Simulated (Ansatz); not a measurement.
# K2TiF6: the cost of one run

Method: reference: DFT LDA, plane waves, PAW, scalar-relativistic, no spin polarisation, in Ansatz 0.2.0.

**1. The system as given**

It takes space group P-3m1 (No. 164, trigonal). The conventional cell has a = 5.794 Å, b = 5.794 Å, c = 4.720 Å, α = 90.00°, β = 90.00°, γ = 120.00°. Around F (site symmetry m) lie 1 Ti at 1.94 Å and 3 K at 2.79 to 2.91 Å. Around Ti (site symmetry -3m) lie 6 F at 1.94 Å. Around K (site symmetry 3m) lie 12 F at 2.79 to 3.12 Å.

Coordinates:

```xyz
9
Lattice="5.7940 0.0000 0.0000 -2.8970 5.0178 0.0000 0.0000 0.0000 4.7204" Properties=species:S:1:pos:R:3 pbc="T T T"
F    -1.5412    4.2350    1.1518
F     0.0000    1.5655    1.1518
F     1.5412    4.2350    1.1518
F     4.4382    0.7828    3.5686
F     1.3558    0.7828    3.5686
F     2.8970    3.4522    3.5686
Ti    0.0000    0.0000    0.0000
K    -0.0003    3.3453    3.3043
K     2.8973    1.6724    1.4161
```

**2. Baseline**

Contents of input.yaml:

```yaml
crystal:
  lattice:
    - [5.79401402, 0.0, 0.0]
    - [-2.89700701, 5.01776821, 0.0]
    - [0.0, 0.0, 4.72037257]
  atoms:
    - { symbol: F, position: [0.156, 0.844, 0.244] }
    - { symbol: F, position: [0.156, 0.312, 0.244] }
    - { symbol: F, position: [0.688, 0.844, 0.244] }
    - { symbol: F, position: [0.844, 0.156, 0.756] }
    - { symbol: F, position: [0.312, 0.156, 0.756] }
    - { symbol: F, position: [0.844, 0.688, 0.756] }
    - { symbol: Ti, position: [0.0, 0.0, 0.0] }
    - { symbol: K, position: [0.3333, 0.6667, 0.7] }
    - { symbol: K, position: [0.6667, 0.3333, 0.3] }
  symmetry: { tolerance: 0.0003 }
kpoints:
  mp_grid: { grid: [4, 4, 4], shift: [0, 0, 0] }
magnetization:
  spin_polarized: false
scf:
  occupations: { method: gaussian, width: 0.0131 }
hamiltonian:
  pseudopotentials: { kind: paw }
  xc: lda
basis:
  ecutwfc: 420
output:
  forces: true
  stress: true
  eigenvalues: true
```

Run with:

```
ansatz run input.yaml --threads 1 --pin off --max-ram 2560MiB --backend cpu --events-out ev --progress --plain --runs-dir out
```

Q: Estimate wall time and peak memory on 1 thread of Arm Neoverse V2, shared host.

About 4.2 s, with a peak of 0.38 GiB.
